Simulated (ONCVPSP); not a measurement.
# Platinum: generating and testing an ONCV potential

Task: generate the file, and judge it by its errors in other configurations, its logarithmic derivatives, its ghosts and its cutoff.

Program: ONCVPSP 4.0.1. Reference atom: PBE, scalar-relativistic, spherical and spin-unpolarised. All values are calculated.

## Step 1: The design

The settings as typed:

```
element                 : platinum (Pt, Z = 78)
type                    : optimised norm-conserving Vanderbilt (ONCV)
frozen core             : [Kr] 4d10
valence charge          : 32
reference configuration : 4f14 5s2 5p6 5d9 6s0.75 6p0.25
partial waves           : 5s+6s: rc 1.75 bohr, ncon 4, nbas 7, qcut 7.5 1/bohr, 2 projectors; 5p+6p: rc 1.85 bohr, ncon 3, nbas 6, qcut 8.6 1/bohr, 2 projectors; 5d: rc 2.20 bohr, ncon 5, nbas 10, qcut 6.2 1/bohr, 2 projectors, debl 3.5 Ha; 4f: rc 0.80 bohr, ncon 3, nbas 8, qcut 23 1/bohr, 1 projector
local potential         : polynomial inside 0.50 bohr (lpopt 5, dvloc0 2 Ha)
core correction         : Teter function, fcfact 5, rcfact 1.7
```

## Step 2: Generation

File Pt.dat:

```
# ATOM AND REFERENCE CONFIGURATION
# atsym  z   nc   nv     iexc    psfile
  Pt 78.00    9    6        4      upf
#
#   n    l    f
    1    0    2.00
    2    0    2.00
    2    1    6.00
    3    0    2.00
    3    1    6.00
    3    2   10.00
    4    0    2.00
    4    1    6.00
    4    2   10.00
    4    3   14.00
    5    0    2.00
    5    1    6.00
    5    2    9.00
    6    0    0.75
    6    1    0.25
#
# PSEUDOPOTENTIAL AND OPTIMIZATION
# lmax
    3
#
#   l,   rc,      ep,       ncon, nbas, qcut
    0    1.75    0.00    4    7    7.50
    1    1.85    0.00    3    6    8.60
    2    2.20    0.00    5   10    6.20
    3    0.80    0.00    3    8   23.00
#
# LOCAL POTENTIAL
# lloc, lpopt,  rc(5),   dvloc0
    4    5    0.50    2.00
#
# VANDERBILT-KLEINMAN-BYLANDER PROJECTORs
# l, nproj, debl
    0    2    1.40
    1    2    1.70
    2    2    3.50
    3    1    0.90
#
# MODEL CORE CHARGE
# icmod, fcfact, rcfact
    3    5.00    1.70
#
# LOG DERIVATIVE ANALYSIS
# epsh1, epsh2, depsh
   -5.00    5.00    0.04
#
# OUTPUT GRID
# rlmax, drl
    6.00    0.01
#
# TEST CONFIGURATIONS
# ncnf
    4
# nvcnf
#   n    l    f
    6
    4    3   14.00
    5    0    2.00
    5    1    6.00
    5    2    9.00
    6    0    1.00
    6    1    0.00
#
    6
    4    3   14.00
    5    0    2.00
    5    1    6.00
    5    2    9.00
    6    0    0.00
    6    1    0.00
#
    6
    4    3   14.00
    5    0    2.00
    5    1    6.00
    5    2    8.00
    6    0    0.00
    6    1    0.00
#
    6
    4    3   14.00
    5    0    2.00
    5    1    6.00
    5    2   10.00
    6    0    0.00
    6    1    0.00
#
```

On the command line:

```console
oncvpsp.x < Pt.dat > Pt.out
```

What does the calculation give? Wanted: cutoffs for 1 and 0.1 mHa per electron, occupied waves; bound ghosts; GHOST(+) flags; largest test error; largest phase difference near zero energy, channels read; rms error of d²Exc/dn², without and with the model core.

As calculated:

| quantity | value |
| --- | --- |
| cutoffs for 1 and 0.1 mHa per electron, occupied waves | 217 Ha and 236 Ha |
| bound ghosts | s at -1174.55 eV, p at -538.93 eV, d at -433.63 eV |
| GHOST(+) flags | s at 117 eV |
| largest test error (AE − PS) | -4.2 meV, for 4f14 5s2 5p6 5d9 6s0 6p0 (1 test unsolved) |
| largest phase difference near zero energy, channels read | 0.011 rad |
| rms error of d²Exc/dn², without and with the model core | 5.05 and 3.21 mHa |

In words: A bound ghost (s, p, d) makes it unfit for use: electrons can fall into a state that the atom doesn't have. Close by lies the frozen 4p level (-520.5 eV). By total energies transferability is very good where solved: the largest error is 4.2 meV on 8.0 eV, for 4f14 5s2 5p6 5d9 6s0 6p0. Atomic tests can pass in spite of a ghost, since they solve only for the levels asked. Of the tests 1 gave no usable energy difference, which is a warning in itself. By its cutoff, 217 Ha for the looser tolerance, it is very hard. At the looser tolerance the 4f wave is the slowest; 6s needs 18 Ha. Near zero energy the phases of the channels with partial waves agree within 0.011 rad. The program also flags highly localised states, GHOST(+) (s). These are tests on the free atom; a crystal test is still owed.
